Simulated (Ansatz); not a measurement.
# Mg2H3F: levels at named points

Aim: the gap, band edges and levels at named points of Mg2H3F.

Program: Ansatz 0.2.0. Level of theory: DFT PBEsol, scalar-relativistic, plane waves, PAW. These are calculated values, not measurements.

That is the level of the relaxation; later steps name their own.

## 1. Starting point

Symmetry: Cc, No. 9, monoclinic system. The conventional cell has a = 6.070 Å, b = 9.077 Å, c = 5.460 Å, α = 90.00°, β = 123.77°, γ = 90.00°. Mg (site symmetry 1) is surrounded by 4 H at 1.96 Å and 2 F at 1.96 Å. Around Mg (site symmetry 1) lie 1 F at 1.96 Å and 5 H at 1.96 Å. F (site symmetry 1) is surrounded by 3 Mg at 1.96 Å. H (site symmetry 1) is surrounded by 3 Mg at 1.96 Å.

Coordinates:

```cif
data_structure
_symmetry_space_group_name_H-M 'Cc'
_symmetry_Int_Tables_number 9
_cell_length_a 6.0703
_cell_length_b 9.0775
_cell_length_c 5.4601
_cell_angle_alpha 90.000
_cell_angle_beta 123.772
_cell_angle_gamma 90.000
_cell_volume 250.10
loop_
_atom_site_label
_atom_site_type_symbol
_atom_site_symmetry_multiplicity
_atom_site_Wyckoff_symbol
_atom_site_fract_x
_atom_site_fract_y
_atom_site_fract_z
_atom_site_occupancy
Mg1 Mg 4 a 0.87500 0.62500 0.00000 1
Mg2 Mg 4 a 0.37500 0.62500 0.00000 1
F1 F 4 a 0.22200 0.27800 0.69400 1
H1 H 4 a 0.72200 0.27800 0.69400 1
H2 H 4 a 0.02800 0.47200 0.30600 1
H3 H 4 a 0.52800 0.47200 0.30600 1
```

(A quick probe on a coarse mesh, which set the mesh and smearing, is not shown.)

## 3. The relaxation

Contents of input.yaml:

```yaml
crystal:
  lattice:
    - [0.0, 4.53873613, -3.03516925]
    - [0.0, -4.53873613, -3.03516925]
    - [-4.53873613, 0.0, 3.03516925]
  atoms:
    - { symbol: Mg, position: [0.5, 0.5, 0.0] }
    - { symbol: Mg, position: [0.0, 0.0, 0.0] }
    - { symbol: Mg, position: [0.25, 0.75, 0.5] }
    - { symbol: Mg, position: [0.75, 0.25, 0.5] }
    - { symbol: F, position: [0.5, 0.194, 0.694] }
    - { symbol: H, position: [0.0, 0.694, 0.694] }
    - { symbol: F, position: [0.556, 0.75, 0.806] }
    - { symbol: H, position: [0.056, 0.25, 0.806] }
    - { symbol: H, position: [0.5, 0.806, 0.306] }
    - { symbol: H, position: [0.0, 0.306, 0.306] }
    - { symbol: H, position: [0.944, 0.75, 0.194] }
    - { symbol: H, position: [0.444, 0.25, 0.194] }
basis:
  ecutwfc: 420
kpoints:
  mp_grid: { grid: [6, 6, 6] }
hamiltonian:
  xc: pbesol
scf:
  occupations: { method: gaussian, width: 0.02 }
output:
  forces: true
  stress: true
  eigenvalues: true
relax:
  adjacent_minimum: "off"
  f_tol: 0.005
  max_steps: 80
  cell: { stress_tol: 0.05 }
```

The run is started by

```
> ansatz run input.yaml --threads 4 --pin off --max-ram 10240MiB --backend cpu --events-out ev --progress --plain --runs-dir out
```

The session goes on with these runs: band edges over the whole zone; levels with PBEsol.

Before running it: what results should come out? Wanted: relaxed cell; volume; formation energy; gap, PBEsol.

As calculated:

```
                                                               quantity                                                                       value
                                            relaxed cell (conventional)  a = 6.058 Å, b = 9.063 Å, c = 5.455 Å, α = 90.00°, β = 123.68°, γ = 90.00°
                                                   space group (0.01 Å)                                                                  Cc (No. 9)
                                                                 volume                                                               10.39 Å³/atom
formation energy (elements from runs with the same settings, not shown)                                                               -1.02 eV/atom
                                                            gap, PBEsol                                                           4.09 eV, indirect
```

What this shows: The volume hardly moved (-0.3 %). At PBEsol the gap is 4.09 eV, from (-0.49, 0.17, 0.16) to Γ.

These are semilocal Kohn-Sham gaps, which aren't the measured quantity. Such gaps usually fall short of the measured ones.
